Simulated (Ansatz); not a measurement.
# CH₄SSeSi: a ladder of functionals and wavefunction methods

How much do the methods differ for CH₄SSeSi? The plan is to run it at one geometry with functionals of several rungs and with coupled cluster, and see how far each lands from CCSD(T) at the basis-set limit for the atomisation energy.

The runs use Ansatz 0.2.0, Gaussian basis; functionals in def2-TZVPP, the program's frozen cores in correlated methods.

The runs, in order: PBE-D4, r2SCAN-D4, PBE0-D4, B3LYP-D4, ωB97X-V, ωB97M-V, B2PLYP; CCSD(T)/def2-TZVPP; MP2/def2-QZVPP; extrapolation to the limit.

### Step 1. Structure used throughout

All runs share one geometry, relaxed beforehand with PBE0-D4 in a triple-zeta def2 set.

8 atoms, charge 0, spin multiplicity 1.

Atoms are counted from 1 here; the program's logs count them from 0.

Bond lengths: S1–C2 1.611 Å, C2–Si3 1.877 Å, C2–H5 1.095 Å, Si3–Se4 2.283 Å, Si3–H6 1.486 Å, Si3–H7 1.478 Å, Se4–H8 1.469 Å. Angles: S1–C2–Si3 122.8°, S1–C2–H5 119.1°, Si3–C2–H5 118.1°, C2–Si3–Se4 110.1°, C2–Si3–H6 109.2°, C2–Si3–H7 109.2°, Se4–Si3–H6 109.4°, Se4–Si3–H7 106.8°, H6–Si3–H7 112.1°, Si3–Se4–H8 92.8°.

### Step 2. PBE-D4 (GGA)

Contents of in.yaml:

```yaml
crystal:
  periodic: [false, false, false]
  atoms:
    - {symbol: S, position_ang: [-0.768979, 2.536627, -0.591988]}
    - {symbol: C, position_ang: [0.012676, 1.329445, 0.133803]}
    - {symbol: Si, position_ang: [0.112591, -0.399193, -0.589967]}
    - {symbol: Se, position_ang: [-0.911126, -1.891099, 0.801796]}
    - {symbol: H, position_ang: [0.494154, 1.511858, 1.100022]}
    - {symbol: H, position_ang: [1.540551, -0.777143, -0.755741]}
    - {symbol: H, position_ang: [-0.624553, -0.433711, -1.870875]}
    - {symbol: H, position_ang: [0.236886, -1.933983, 1.717348]}
basis:
  gaussian: {orbitals: def2-TZVPP}
hamiltonian: {xc: pbe, dispersion: d4}
output: {forces: true, orbitals: {seedname: orbitals}}
```

The run is started by

```sh
> ansatz run in.yaml --threads 4 --pin off --events-out ev --progress --plain --max-ram 10444MiB
```

After this run come: r2SCAN-D4 (meta-GGA); PBE0-D4 (hybrid); B3LYP-D4 (hybrid); ωB97X-V (range-separated); ωB97M-V (range-separated); B2PLYP (double hybrid); CCSD(T) in def2-TZVPP; MP2 in def2-QZVPP.

Before running them: what should the planned runs give, taken together? Wanted: atomisation energy, CCSD(T)/CBS; farthest; mean size of error, hybrid; mean size of error, range-separated; gap, smallest and largest; T1 diagnostic; triples share of the correlation energy.

The runs gave:

| quantity | value |
| --- | --- |
| atomisation energy, CCSD(T)/CBS | 2521.5 kJ/mol |
| functionals within 25.2 kJ/mol (1.0 %) | r2SCAN-D4, PBE0-D4, B3LYP-D4, ωB97X-V, ωB97M-V |
| farthest | B2PLYP (-52.5 kJ/mol) |
| mean size of error, hybrid | 17.0 kJ/mol |
| mean size of error, range-separated | 5.1 kJ/mol |
| gap, smallest and largest | 1.50 eV (PBE-D4), 8.13 eV (ωB97X-V) |
| T1 diagnostic | 0.0127 |
| triples share of the correlation energy | 4.4 % |

In words: PBE-D4 is off by +32.8 kJ/mol. Double hybrids carry the basis error of their MP2 part in triple zeta, and no dispersion term here, so their miss is partly the set-up's. Misses under about 25.2 kJ/mol are within the doubt on the reference itself, which lacks core-valence correlation, relativity and higher excitations, and its outer-core shells are covered unevenly. All levels share the lack of spin-orbit coupling, which lowers the free heavy atoms and so the true binding. Hartree-Fock recovers 69 % of the binding; the rest is correlation. Orbital gaps span 1.5 to 8.1 eV; exact exchange widens them. The restricted reference is unstable towards a spin-broken one. Correlated methods include outer-core shells of Se, which these sets cover unevenly.
